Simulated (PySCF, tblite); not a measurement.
# C5H14BNSi: geometry, infrared bands and NMR shifts

Wanted: the infrared bands and NMR shifts of C5H14BNSi (`[SiH3]CBNCC1CC1`), by calculation.

The runs use tblite 0.8.0 and PySCF 2.14.0, with density-fitted response routines of our own; the level of theory stands in each step. All values are computed, except where a source is named. Atoms count from 0, in the outputs and in this text.

### 1 Starting geometry

22 atoms, charge 0, multiplicity 1; geometry from: force field or distance geometry start.

Bonds of the start (Å): Si0–C1 1.87, C1–B2 1.57, B2–N3 1.52, N3–C4 1.43, C4–C5 1.51, C5–C6 1.50, C6–C7 1.53, C7–C5 1.53, Si0–H8 1.47, Si0–H9 1.49, Si0–H10 1.47, C1–H11 1.10, C1–H12 1.11, B2–H13 1.20, N3–H14 1.07, C4–H15 1.12, C4–H16 1.13, C5–H17 1.11, C6–H18 1.10, C6–H19 1.12, C7–H20 1.09, C7–H21 1.13.

### 2 Relaxing the molecule with GFN2-xTB

The job: settings as JSON, then the geometry in Å.

```
{"job": {"kind": "relax", "xc": "GFN2-xTB", "basis": "xTB"}, "charge": 0, "multiplicity": 1}
Si    -4.014900     0.078100     0.546600
C     -2.263100    -0.576100     0.547800
B     -1.391600     0.337900    -0.381300
N     -0.001000     0.858200    -0.058900
C      0.908400     0.123700    -0.879900
C      2.357200     0.491500    -0.704500
C      3.045200     0.332300     0.616200
C      3.233300    -0.739800    -0.455000
H     -4.015500     1.470400     1.033300
H     -4.481800     0.070400    -0.868000
H     -4.859200    -0.815200     1.356100
H     -1.864600    -0.596600     1.572500
H     -2.353500    -1.634900     0.216000
H     -2.007900     0.932800    -1.227600
H      0.144700     0.640900     0.978800
H      0.790600    -0.986200    -0.775900
H      0.661600     0.417300    -1.946100
H      2.816800     1.141600    -1.484500
H      2.443000     0.089300     1.501900
H      4.009000     0.856900     0.834400
H      4.171800    -0.791600    -1.003700
H      2.661100    -1.681600    -0.220600
```

The run is started by

```console
> OMP_NUM_THREADS=1 python probes_run.py task.json out
```

The driver reads the jobs from task.json and runs them one after another.

**Question.** This job is followed by: GFN2-xTB harmonic vibrations, gas phase; GIAO PBE0/pcSseg-1 NMR shielding, non-relativistic, gas phase. Predict these results of the whole session: strongest single infrared mode (GFN2-xTB); zero-point energy (GFN2-xTB); 13C shifts against TMS (PBE0/pcSseg-1, means over atoms taken as alike); 1H shifts against TMS (PBE0/pcSseg-1, means over atoms taken as alike); 29Si shifts against TMS (PBE0/pcSseg-1); 11B shifts against BF3·OEt2 (PBE0/pcSseg-1); 15N shifts against NH3 (PBE0/pcSseg-1); surface potential, 1st and 99th percentile.

**Answer**, as computed:

| quantity | value |
| --- | --- |
| strongest single infrared mode (GFN2-xTB) | 2210 cm⁻¹, 485 km/mol |
| zero-point energy (GFN2-xTB) | 112.5 kcal/mol |
| 13C shifts against TMS (PBE0/pcSseg-1, means over atoms taken as alike) | 59.2, 18.1, 4.6, 2.6 ppm |
| 1H shifts against TMS (PBE0/pcSseg-1, means over atoms taken as alike) | 5.03, 4.35, 3.89, 3.06, 0.81, 0.52, 0.29, 0.06 ppm |
| 29Si shifts against TMS (PBE0/pcSseg-1) | -76.1 ppm |
| 11B shifts against BF3·OEt2 (PBE0/pcSseg-1) | 38.5 ppm |
| 15N shifts against NH3 (PBE0/pcSseg-1) | 146.3 ppm |
| surface potential, 1st and 99th percentile | -0.44 V and 1.35 V |

In words: Over 234 steps the energy fell by 1.860 eV; of the close pairs, B2–N3 changed most, 1.519 to 1.382 Å. No mode is imaginary among the 60: a minimum at this level. The strongest single mode, at 2210 cm⁻¹, moves mainly H8 and H10. GFN2-xTB is a fitted tight-binding method: band positions and strengths are rough. Its intensities can rank the bands wrongly. The most deshielded carbon is C4 (sp3 CH2 bonded to N), at 59.2 ppm: deshielded by the electronegative neighbour. At PBE0/pcSseg-1: The widest tensor belongs to N3: span 174 ppm, with a paramagnetic part of -205 ppm.
